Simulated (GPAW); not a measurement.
# NiMoIrPdW (P3m1) in GPAW: notebook, part 2 of 2

GPAW 26.7.0. The steps go on from the part before.

**3. Band structure, PW91, collinear spin, ferromagnetic start**

The input, run.py:

```python
from ase import Atoms
from ase.dft.bandgap import bandgap
from ase.io import write
from ase.units import GPa
from ase.parallel import parprint
from gpaw import GPAW, PW, setup_paths

setup_paths.insert(0, '.')

atoms = Atoms(['Ni', 'Mo', 'Pd', 'Ir', 'W'],
              cell=[[2.760777569, 0.0, 0.0],
                    [-1.3803887845, 2.3909035089, 0.0],
                    [0.0, 0.0, 11.34051]],
              scaled_positions=[[0.0, 0.0, 0.70917],
                                [0.6666666667, 0.3333333333, 0.29425],
                                [0.6666666667, 0.3333333333, 0.89901],
                                [0.0, 0.0, 0.10604],
                                [0.6666666667, 0.3333333333, 0.52921]],
              pbc=True)
atoms.set_initial_magnetic_moments([1.0, 1.0, 0.0, 0.6, 0.0])

calc = GPAW(mode=PW(600),
            xc='GGA_X_PW91+GGA_C_PW91',
            kpts={'size': (8, 8, 2), 'gamma': True},
            occupations={'name': 'fermi-dirac', 'width': 0.05},
            nbands=64,
            convergence={'density': 1e-05, 'energy': 1e-05},
            maxiter=150,
            txt='gpaw.txt')
atoms.calc = calc
energy = atoms.get_potential_energy()
forces = atoms.get_forces()
stress = atoms.get_stress()
calc.write('gs.gpw')
write('result.traj', atoms)
parprint(f'Energy: {energy:.6f} eV')
parprint('Forces (eV/A):')
parprint(forces.round(4))
parprint('Stress (GPa):', (stress / GPa).round(3))
parprint('Moments:', calc.get_magnetic_moments().round(3))
parprint('Fermi level:', round(calc.get_fermi_level(), 4), 'eV')
parprint(f'Gap: {bandgap(calc)[0]:.4f} eV, direct: {bandgap(calc, direct=True)[0]:.4f} eV')

path = atoms.cell.bandpath('GMKGALHA,LM,KH', npoints=80, eps=1e-4)
bs_calc = calc.fixed_density(kpts=path, symmetry='off', nbands=87,
                             convergence={'bands': 'CBM+6.0', 'eigenstates': 1e-6}, txt='bands.txt')
bs = bs_calc.band_structure()
bs.write('bs.json')
parprint(f'Gap on the path: {bandgap(bs_calc)[0]:.4f} eV')
```

Potentials or basis: PAW data sets generated in the run's folder for this functional, pw.

On the command line:

```bash
$ gpaw-setup -f GGA_X_PW91+GGA_C_PW91 Ir Mo Ni Pd W
$ OMP_NUM_THREADS=1 mpirun -n 8 gpaw python run.py
```

gpaw.txt:

```text
__  _  _
 | _ |_)|_||  |
 |__||  | ||/\| - 26.7.0

Input parameters:
  mode=PW(ecut=600.0),
  convergence={'density': 1e-05, 'energy': 1e-05},
  kpts=MonkhorstPack(size=(8, 8, 2), gamma=True),
  maxiter=150,
  nbands=64,
  occupations=Occupations(name='fermi-dirac', width=0.05),
  xc=XC(name='GGA_X_PW91+GGA_C_PW91')

Diagonalizing LCAO Hamiltonian
Converting LCAO to pw mode

           Pd

       Ni

           W

           Mo

       Ir

Atoms  # Å, Bohr magnetons
|   | symbol |        x |        y |         z |    initial magnetic moments |
|---|--------|----------|----------|-----------|-----------------------------|
| 0 |     Ni | 0.000000 | 0.000000 |  8.042349 | ( 0.0000,  0.0000,  1.0000) |
[... 285 lines left out ...]
|        x |        y |         z |
|----------|----------|-----------|
| 0.000000 | 0.000000 |  0.000018 |  # Ni   0
| 0.000000 | 0.000000 |  0.000018 |  # Mo   1
| 0.000000 | 0.000000 |  0.000018 |  # Pd   2
| 0.000000 | 0.000000 | -0.000016 |  # Ir   3
| 0.000000 | 0.000000 | -0.000006 |  # W    4

Fermi level: 11.542
Eigenvalues  # (at kpt = [0.000, 0.000, 0.000])
| band index |      eig [eV] | occ [0-1] |      eig [eV] | occ [0-1] |
|------------|---------------|-----------|---------------|-----------|
|          0 |       -62.176 |     1.000 |       -62.176 |     1.000 |
|        ... |               |           |               |           |
|         32 |         9.938 |     1.000 |         9.938 |     1.000 |
|         33 |        10.099 |     1.000 |        10.099 |     1.000 |
|         34 |        10.099 |     1.000 |        10.099 |     1.000 |
|         35 |        10.618 |     1.000 |        10.618 |     1.000 |
|         36 |        10.660 |     1.000 |        10.660 |     1.000 |
|         37 |        10.660 |     1.000 |        10.660 |     1.000 |
[... 8 lines left out ...]
|         46 |        15.153 |     0.000 |        15.153 |     0.000 |
|         47 |        20.211 |     0.000 |        20.211 |     0.000 |
|        ... |               |           |               |           |
|         63 |        33.196 |     0.000 |        33.196 |     0.000 |

No gap
No difference between direct/indirect transitions

Forces  # eV/Ang
|        x |       y |        z |
|----------|---------|----------|
| -0.00000 | 0.00000 |  0.04838 |  # Ni   0
| -0.00000 | 0.00000 |  0.23160 |  # Mo   1
|  0.00000 | 0.00000 |  0.00279 |  # Pd   2
|  0.00000 | 0.00000 | -0.26680 |  # Ir   3
| -0.00000 | 0.00000 | -0.01470 |  # W    4

Stress tensor  # eV/Ang^3
|         x |         y |         z |
|-----------|-----------|-----------|
|  0.000048 | -0.000000 |  0.000000 |
| -0.000000 |  0.000048 |  0.000000 |
|  0.000000 |  0.000000 | -0.000544 |

# Writing to gs.gpw (mode='')
```

stdout:

```text
Energy: -42.214252 eV
Forces (eV/A):
[[-0.      0.      0.0484]
 [-0.      0.      0.2316]
 [ 0.      0.      0.0028]
 [ 0.      0.     -0.2668]
 [-0.      0.     -0.0147]]
Stress (GPa): [ 0.008  0.008 -0.087  0.     0.    -0.   ]
Moments: [ 0.  0.  0. -0. -0.]
Fermi level: 11.5422 eV
Gap: 0.0000 eV, direct: 0.0000 eV
Gap on the path: 0.0000 eV
```

bands.txt:

```text
Diagonalizing LCAO Hamiltonian
Converting LCAO to pw mode
convergence criteria:
- Maximum integral of absolute [eigenst]ate change: 1e-06 eV^2 / valence electron
maximum number of iterations: 150

SCF iterations
|iter     | |      energy | eigst |  dens |  magmom |
[... 88 lines left out ...]
         [0.03921569, 0.03921569, 0.5       ],
         [0.01960784, 0.01960784, 0.5       ],
         [0.        , 0.        , 0.5       ],
         [0.5       , 0.        , 0.5       ],
         [0.5       , 0.        , 0.25      ],
         [0.5       , 0.        , 0.        ],
         [0.33333333, 0.33333333, 0.        ],
         [0.33333333, 0.33333333, 0.25      ],
         [0.33333333, 0.33333333, 0.5       ]])),
  maxiter=150,
  nbands=87,
  occupations=Occupations(name='fermi-dirac', width=0.05),
  symmetry=Symmetry(point_group=False, time_reversal=False),
  xc=XC(name='GGA_X_PW91+GGA_C_PW91')
```

Wall time 1.9 min (8 MPI ranks of AMD EPYC 7R43 (Zen 3), shared host); peak memory 0.39 GiB.

What came out:

```
Free energy             : -42.2356 eV
Pressure                : 0.0 GPa
Largest force           : 0.267 eV/Å
Band gap along the path : none (metal or under the smearing width)
Net moment              : 0.00 μB per cell
```

Forces in eV/Å, atoms in the order of the input:
```
Ni   0.000  0.000  0.048
Mo   0.000  0.000  0.232
Pd   0.000  0.000  0.003
Ir   0.000  0.000 -0.267
W    0.000  0.000 -0.015
```

Levels at the corners of the path, in eV from the Fermi level:
Spin up:
```
point  band 36  band 37  band 38  band 39  band 40  band 41
    Γ    -0.92    -0.88    -0.88    -0.09    -0.09     0.09
    M    -0.04     0.94     1.00     1.22     2.01     2.12
    K    -0.05     0.01     0.08     0.16     0.99     1.30
    Γ    -0.92    -0.88    -0.88    -0.09    -0.09     0.09
    A    -1.07    -0.96    -0.96     0.01     0.01     0.18
    L     0.18     0.80     0.97     1.24     1.31     2.57
    H    -0.05     0.06     0.16     0.28     0.99     1.00
    A    -1.07    -0.96    -0.96     0.01     0.01     0.18
    L     0.18     0.80     0.97     1.24     1.31     2.57
    M    -0.04     0.94     1.00     1.22     2.01     2.12
    K    -0.05     0.01     0.08     0.16     0.99     1.30
    H    -0.05     0.06     0.16     0.28     0.99     1.00
```
Spin down:
```
point  band 35  band 36  band 37  band 38  band 39  band 40  band 41  band 42
    Γ    -1.44    -0.92    -0.88    -0.88    -0.09    -0.09     0.09     0.24
    M    -0.36    -0.04     0.94     1.00     1.22     2.01     2.12     2.81
    K    -0.29    -0.05     0.01     0.08     0.16     0.99     1.30     3.09
    Γ    -1.44    -0.92    -0.88    -0.88    -0.09    -0.09     0.09     0.24
    A    -1.37    -1.07    -0.96    -0.96     0.01     0.01     0.18     0.18
    L    -0.03     0.18     0.80     0.97     1.24     1.31     2.57     2.73
    H    -0.30    -0.05     0.06     0.16     0.28     0.99     1.00     3.10
    A    -1.37    -1.07    -0.96    -0.96     0.01     0.01     0.18     0.18
    L    -0.03     0.18     0.80     0.97     1.24     1.31     2.57     2.73
    M    -0.36    -0.04     0.94     1.00     1.22     2.01     2.12     2.81
    K    -0.29    -0.05     0.01     0.08     0.16     0.99     1.30     3.09
    H    -0.30    -0.05     0.06     0.16     0.28     0.99     1.00     3.10
```

Caveat: the stock nickel data set gives pressures a few GPa off other programs; spin-orbit coupling is left out, which moves the levels of the heavy elements.

**4. Band structure, PBE, collinear spin, ferromagnetic start**

Edit run.py of step 3 so:

```diff
@@ -5,5 +5,3 @@
 from ase.parallel import parprint
-from gpaw import GPAW, PW, setup_paths
-
-setup_paths.insert(0, '.')
+from gpaw import GPAW, PW
 
@@ -22,4 +20,4 @@
 calc = GPAW(mode=PW(600),
-            xc='GGA_X_PW91+GGA_C_PW91',
-            kpts={'size': (8, 8, 2), 'gamma': True},
+            xc='PBE',
+            kpts={'size': (11, 11, 3), 'gamma': True},
             occupations={'name': 'fermi-dirac', 'width': 0.05},
@@ -43,3 +41,3 @@
 
-path = atoms.cell.bandpath('GMKGALHA,LM,KH', npoints=80, eps=1e-4)
+path = atoms.cell.bandpath('GMKGALHA,LM,KH', npoints=60, eps=1e-4)
 bs_calc = calc.fixed_density(kpts=path, symmetry='off', nbands=87,
```

Potentials or basis: GPAW PAW data sets (gpaw-data 1.2.1), pw.

On the command line:

```bash
$ OMP_NUM_THREADS=1 mpirun -n 8 gpaw python run.py
```

Wall time 97 s (8 MPI ranks of AMD EPYC 7R43 (Zen 3), shared host); peak memory 0.38 GiB.

Results (log left out):

```
Free energy             : -42.2387 eV
Pressure                : -0.3 GPa
Largest force           : 0.250 eV/Å
Band gap along the path : none (metal or under the smearing width)
Net moment              : 0.00 μB per cell
```

Forces in eV/Å, atoms in the order of the input:
```
Ni   0.000  0.000  0.039
Mo   0.000  0.000  0.250
Pd   0.000  0.000  0.040
Ir   0.000  0.000 -0.203
W    0.000  0.000 -0.126
```

Stress tensor (GPa, compression positive):
```
-0.47  0.00  0.00
 0.00 -0.47  0.00
 0.00  0.00 -0.07
```

Levels at the corners of the path, in eV from the Fermi level:
Spin up:
```csv
point,band 34,band 35,band 36,band 37,band 38,band 39,band 40,band 41,band 42,band 43
Γ,-1.44,-1.44,-0.96,-0.88,-0.88,-0.09,-0.09,0.07,0.25,0.25
M,-0.48,-0.35,-0.05,1.00,1.01,1.25,2.00,2.08,2.82,3.47
K,-0.44,-0.31,-0.06,0.01,0.10,0.15,1.02,1.31,3.10,4.97
Γ,-1.44,-1.44,-0.96,-0.88,-0.88,-0.09,-0.09,0.07,0.25,0.25
A,-1.36,-1.36,-1.07,-0.97,-0.97,0.00,0.00,0.19,0.19,0.43
L,-0.34,-0.04,0.18,0.79,1.05,1.23,1.33,2.56,2.74,3.50
H,-0.44,-0.32,-0.06,0.08,0.15,0.28,1.00,1.04,3.11,5.14
A,-1.36,-1.36,-1.07,-0.97,-0.97,0.00,0.00,0.19,0.19,0.43
L,-0.34,-0.04,0.18,0.79,1.05,1.23,1.33,2.56,2.74,3.50
M,-0.48,-0.35,-0.05,1.00,1.01,1.25,2.00,2.08,2.82,3.47
K,-0.44,-0.31,-0.06,0.01,0.10,0.15,1.02,1.31,3.10,4.97
H,-0.44,-0.32,-0.06,0.08,0.15,0.28,1.00,1.04,3.11,5.14
```
Spin down:
```
point  band 34  band 35  band 36  band 37  band 38  band 39  band 40  band 41  band 42  band 43
    Γ    -1.44    -1.44    -0.96    -0.88    -0.88    -0.09    -0.09     0.07     0.25     0.25
    M    -0.48    -0.35    -0.05     1.00     1.01     1.25     2.00     2.08     2.82     3.47
    K    -0.44    -0.31    -0.06     0.01     0.10     0.15     1.02     1.31     3.10     4.97
    Γ    -1.44    -1.44    -0.96    -0.88    -0.88    -0.09    -0.09     0.07     0.25     0.25
    A    -1.36    -1.36    -1.07    -0.97    -0.97     0.00     0.00     0.19     0.19     0.43
    L    -0.34    -0.04     0.18     0.79     1.05     1.23     1.33     2.56     2.74     3.50
    H    -0.44    -0.32    -0.06     0.08     0.15     0.28     1.00     1.04     3.11     5.14
    A    -1.36    -1.36    -1.07    -0.97    -0.97     0.00     0.00     0.19     0.19     0.43
    L    -0.34    -0.04     0.18     0.79     1.05     1.23     1.33     2.56     2.74     3.50
    M    -0.48    -0.35    -0.05     1.00     1.01     1.25     2.00     2.08     2.82     3.47
    K    -0.44    -0.31    -0.06     0.01     0.10     0.15     1.02     1.31     3.10     4.97
    H    -0.44    -0.32    -0.06     0.08     0.15     0.28     1.00     1.04     3.11     5.14
```

Caveat: the stock nickel data set gives pressures a few GPa off other programs; spin-orbit coupling is left out, which moves the levels of the heavy elements.

**5. Band structure, PBE, collinear spin, ferromagnetic start, spin-orbit coupling**

Edit run.py of step 4 so:

```diff
@@ -1 +1,2 @@
+import numpy as np
 from ase import Atoms
@@ -6,2 +7,3 @@
 from gpaw import GPAW, PW
+from gpaw.spinorbit import soc_eigenstates
 
@@ -47 +49,7 @@
 parprint(f'Gap on the path: {bandgap(bs_calc)[0]:.4f} eV')
+
+soc = soc_eigenstates(bs_calc, theta=90, phi=0)
+np.savetxt('soc_bands.dat', soc.eigenvalues(), fmt='%.4f')
+mesh = soc_eigenstates('gs.gpw', theta=90, phi=0)
+np.savetxt('soc_mesh.dat', mesh.eigenvalues(), fmt='%.4f')
+parprint('Fermi level with spin-orbit coupling:', round(mesh.fermi_level, 4), 'eV')
```

Potentials or basis: GPAW PAW data sets (gpaw-data 1.2.1), pw.

On the command line:

```bash
$ OMP_NUM_THREADS=1 mpirun -n 8 gpaw python run.py
```

gpaw.txt:

```text
__  _  _
 | _ |_)|_||  |
 |__||  | ||/\| - 26.7.0

Input parameters:
  mode=PW(ecut=600.0),
  convergence={'density': 1e-05, 'energy': 1e-05},
  kpts=MonkhorstPack(size=(11, 11, 3), gamma=True),
  maxiter=150,
  nbands=64,
  occupations=Occupations(name='fermi-dirac', width=0.05),
  xc=XC(name='PBE')

Diagonalizing LCAO Hamiltonian
Converting LCAO to pw mode

           Pd

       Ni

           W

           Mo

       Ir

Atoms  # Å, Bohr magnetons
|   | symbol |        x |        y |         z |    initial magnetic moments |
|---|--------|----------|----------|-----------|-----------------------------|
| 0 |     Ni | 0.000000 | 0.000000 |  8.042349 | ( 0.0000,  0.0000,  1.0000) |
[... 286 lines left out ...]
|----------|----------|-----------|
| 0.000000 | 0.000000 |  0.000147 |  # Ni   0
| 0.000000 | 0.000000 |  0.000024 |  # Mo   1
| 0.000000 | 0.000000 |  0.000010 |  # Pd   2
| 0.000000 | 0.000000 | -0.000051 |  # Ir   3
| 0.000000 | 0.000000 | -0.000036 |  # W    4

Fermi level: 11.585
Eigenvalues  # (at kpt = [0.000, 0.000, 0.000])
| band index |      eig [eV] | occ [0-1] |      eig [eV] | occ [0-1] |
|------------|---------------|-----------|---------------|-----------|
|          0 |       -62.128 |     1.000 |       -62.128 |     1.000 |
|        ... |               |           |               |           |
|         32 |        10.002 |     1.000 |        10.002 |     1.000 |
|         33 |        10.149 |     1.000 |        10.150 |     1.000 |
|         34 |        10.149 |     1.000 |        10.150 |     1.000 |
|         35 |        10.629 |     1.000 |        10.629 |     1.000 |
|         36 |        10.701 |     1.000 |        10.701 |     1.000 |
|         37 |        10.701 |     1.000 |        10.701 |     1.000 |
[... 8 lines left out ...]
|         46 |        15.207 |     0.000 |        15.207 |     0.000 |
|         47 |        20.251 |     0.000 |        20.251 |     0.000 |
|        ... |               |           |               |           |
|         63 |        33.225 |     0.000 |        33.225 |     0.000 |

No gap
No difference between direct/indirect transitions

Forces  # eV/Ang
|        x |        y |        z |
|----------|----------|----------|
|  0.00000 |  0.00000 |  0.03909 |  # Ni   0
| -0.00000 |  0.00000 |  0.24974 |  # Mo   1
|  0.00000 |  0.00000 |  0.04010 |  # Pd   2
|  0.00000 | -0.00000 | -0.20277 |  # Ir   3
|  0.00000 |  0.00000 | -0.12583 |  # W    4

Stress tensor  # eV/Ang^3
|         x |        y |        z |
|-----------|----------|----------|
|  0.002907 | 0.000000 | 0.000000 |
| -0.000000 | 0.002907 | 0.000000 |
|  0.000000 | 0.000000 | 0.000435 |

# Writing to gs.gpw (mode='')
```

Wall time 2 min (8 MPI ranks of AMD EPYC 7R43 (Zen 3), shared host); peak memory 0.42 GiB.

Results:

| Item | Value |
| --- | --- |
| Free energy | -42.2387 eV |
| Pressure | -0.3 GPa |
| Largest force | 0.250 eV/Å |
| Band gap along the path | none (metal or under the smearing width) |
| Net moment | 0.00 μB per cell |

Forces on the atoms (eV/Å):
```
Ni   0.000  0.000  0.039
Mo   0.000  0.000  0.250
Pd   0.000  0.000  0.040
Ir   0.000  0.000 -0.203
W    0.000  0.000 -0.126
```

Levels at the corners of the path, in eV from the Fermi level:
| point | band 72 | band 73 | band 74 | band 75 | band 76 | band 77 | band 78 | band 79 | band 80 | band 81 |
| --- | --- | --- | --- | --- | --- | --- | --- | --- | --- | --- |
| Γ | -0.99 | -0.88 | -0.88 | -0.81 | -0.81 | -0.26 | -0.26 | 0.00 | 0.00 | 0.10 |
| M | -0.04 | 0.92 | 0.92 | 1.02 | 1.02 | 1.28 | 1.28 | 1.89 | 1.89 | 2.24 |
| K | -0.07 | -0.03 | -0.02 | 0.03 | 0.19 | 0.21 | 0.32 | 0.97 | 1.06 | 1.27 |
| Γ | -0.99 | -0.88 | -0.88 | -0.81 | -0.81 | -0.26 | -0.26 | 0.00 | 0.00 | 0.10 |
| A | -1.06 | -0.99 | -0.99 | -0.93 | -0.93 | -0.19 | -0.19 | 0.07 | 0.07 | 0.29 |
| L | 0.15 | 0.77 | 0.77 | 1.00 | 1.00 | 1.21 | 1.21 | 1.43 | 1.43 | 2.58 |
| H | -0.06 | -0.03 | 0.10 | 0.16 | 0.25 | 0.32 | 0.32 | 0.91 | 0.97 | 1.07 |
| A | -1.06 | -0.99 | -0.99 | -0.93 | -0.93 | -0.19 | -0.19 | 0.07 | 0.07 | 0.29 |
| L | 0.15 | 0.77 | 0.77 | 1.00 | 1.00 | 1.21 | 1.21 | 1.43 | 1.43 | 2.58 |
| M | -0.04 | 0.92 | 0.92 | 1.02 | 1.02 | 1.28 | 1.28 | 1.89 | 1.89 | 2.24 |
| K | -0.07 | -0.03 | -0.02 | 0.03 | 0.19 | 0.21 | 0.32 | 0.97 | 1.06 | 1.27 |
| H | -0.06 | -0.03 | 0.10 | 0.16 | 0.25 | 0.32 | 0.32 | 0.91 | 0.97 | 1.07 |

Caveat: the stock nickel data set gives pressures a few GPa off other programs; spin-orbit coupling was added after a scalar SCF, so levels and gaps hold it while energy, forces, pressure and moments don't; this program's spin-orbit splittings come out too wide for heavy elements.

**6. For comparison**

An earlier run on the cell as given: functional PBE; potentials or basis GPAW PAW data sets (gpaw-data 1.2.1); cutoff 600 eV; basis pw; k mesh 11 × 11 × 3; occupations fermi-dirac, width 0.05 eV; collinear spin, ferromagnetic start; starting moments [1.0, 1.0, 0.0, 0.6, 0.0] μB.

* Pressure: -0.3 GPa
* Largest force: 0.250 eV/Å
* Band gap on the k mesh: none (metal or under the smearing width)
* Net moment: 0.00 μB per cell

**7. The runs side by side**

```csv
task,level,potentials or basis,spin,k mesh,band path,band points,spin axis theta (degrees),spin axis phi (degrees),soc after scf,pressure (GPa),moment (μB),largest force (eV/Å)
band structure,AM05,"PAW data sets generated in the run's folder for this functional, pw","collinear, ferromagnetic start",8 × 8 × 2,"GMKGALHA,LM,KH",80,-,-,-,-10.1,0.00,0.16
band structure,PW91,"PAW data sets generated in the run's folder for this functional, pw","collinear, ferromagnetic start",8 × 8 × 2,"GMKGALHA,LM,KH",80,-,-,-,0.0,0.00,0.27
band structure,PBE,"GPAW PAW data sets (gpaw-data 1.2.1), pw","collinear, ferromagnetic start",11 × 11 × 3,"GMKGALHA,LM,KH",60,-,-,-,-0.3,0.00,0.25
band structure,PBE,"GPAW PAW data sets (gpaw-data 1.2.1), pw","collinear, ferromagnetic start, SOC",11 × 11 × 3,"GMKGALHA,LM,KH",60,90,0,second variation,-0.3,0.00,0.25
single point,PBE,"GPAW PAW data sets (gpaw-data 1.2.1), pw","collinear, ferromagnetic start",11 × 11 × 3,-,-,-,-,-,-0.3,0.00,0.25
```

Alike in all rows: cell as given; cutoff (eV) 600; smearing fermi-dirac 0.05 eV.

Caveats: the stock nickel data set gives pressures a few GPa off other programs; spin-orbit coupling is left out, which moves the levels of the heavy elements (some runs); spin-orbit coupling was added after a scalar SCF, so levels and gaps hold it while energy, forces, pressure and moments don't (some runs); this program's spin-orbit splittings come out too wide for heavy elements (some runs).

Total energies depend on the potentials used, so only differences within one code and one set of settings carry meaning.
